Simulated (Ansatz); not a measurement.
# C4H11NSi: the cost of one run

All numbers below are computed with Ansatz 0.2.0 (RKS PBE0-D4/def2-SVP).

### 1 The structure to begin with

Bond lengths (14 of 17 bonds, heavy atoms first): C1–C2 1.447 Å, C2–C3 1.471 Å, C2–Si4 1.839 Å, C3–Si4 1.886 Å, Si4–C5 1.818 Å, Si4–N6 1.639 Å, C1–H7 1.116 Å, C1–H8 1.045 Å, C1–H9 1.115 Å, C2–H10 1.101 Å, C3–H11 1.113 Å, C3–H12 1.056 Å, C5–H13 1.126 Å, C5–H14 1.061 Å. Angles (14 of 33 angles, heavy atoms first): C1–C2–C3 118.1°, C1–C2–Si4 124.3°, C3–C2–Si4 68.4°, C2–C3–Si4 65.1°, C2–Si4–C3 46.5°, C2–Si4–C5 122.5°, C2–Si4–N6 117.8°, C3–Si4–C5 110.0°, C3–Si4–N6 109.4°, C5–Si4–N6 119.7°, C1–C2–H10 109.3°, C3–C2–H10 117.7°, Si4–C2–H10 114.3°, C2–C1–H7 109.9°.

Coordinates:

```xyz
17

C    -1.5270   -1.3680   -0.6720
C    -0.3666   -1.1203    0.1557
C     0.9098   -0.8239   -0.5128
Si    0.2541    0.5543    0.5946
C    -0.1198    2.0276   -0.4032
N     1.2115    0.6913    1.9173
H    -2.4588   -1.1796   -0.0865
H    -1.5506   -2.3308   -1.0774
H    -1.6165   -0.6296   -1.5028
H    -0.3533   -1.8408    0.9875
H     1.8319   -1.2677   -0.0744
H     0.9884   -0.5507   -1.5295
H    -0.9463    1.9043   -1.1579
H     0.7527    2.3761   -0.8971
H    -0.4521    2.8576    0.2414
H     1.2458   -0.1684    2.4502
H     2.1778    0.8683    1.6070
```

### 2 End point A

The input, input.yaml:

```yaml
crystal:
  periodic: [false, false, false]
  atoms:
    - { symbol: C, position_ang: [-1.527, -1.368, -0.672] }
    - { symbol: C, position_ang: [-0.3666, -1.1203, 0.1557] }
    - { symbol: C, position_ang: [0.9098, -0.8239, -0.5128] }
    - { symbol: Si, position_ang: [0.2541, 0.5543, 0.5946] }
    - { symbol: C, position_ang: [-0.1198, 2.0276, -0.4032] }
    - { symbol: "N", position_ang: [1.2115, 0.6913, 1.9173] }
    - { symbol: H, position_ang: [-2.4588, -1.1796, -0.0865] }
    - { symbol: H, position_ang: [-1.5506, -2.3308, -1.0774] }
    - { symbol: H, position_ang: [-1.6165, -0.6296, -1.5028] }
    - { symbol: H, position_ang: [-0.3533, -1.8408, 0.9875] }
    - { symbol: H, position_ang: [1.8319, -1.2677, -0.0744] }
    - { symbol: H, position_ang: [0.9884, -0.5507, -1.5295] }
    - { symbol: H, position_ang: [-0.9463, 1.9043, -1.1579] }
    - { symbol: H, position_ang: [0.7527, 2.3761, -0.8971] }
    - { symbol: H, position_ang: [-0.4521, 2.8576, 0.2414] }
    - { symbol: H, position_ang: [1.2458, -0.1684, 2.4502] }
    - { symbol: H, position_ang: [2.1778, 0.8683, 1.607] }
basis:
  gaussian: { orbitals: def2-SVP }
hamiltonian:
  xc: pbe0
  dispersion: d4
relax:
  f_tol: 0.015
  max_steps: 40
```

Started as:

```console
$ ansatz run input.yaml --threads 2 --pin off --max-ram 3072MiB --backend cpu --events-out ev --progress --plain --runs-dir out
```

What time and memory should one allow on 2 threads of Intel Xeon 6975P-C (Granite Rapids), shared host?

About 42 s, with a peak of 0.44 GiB.
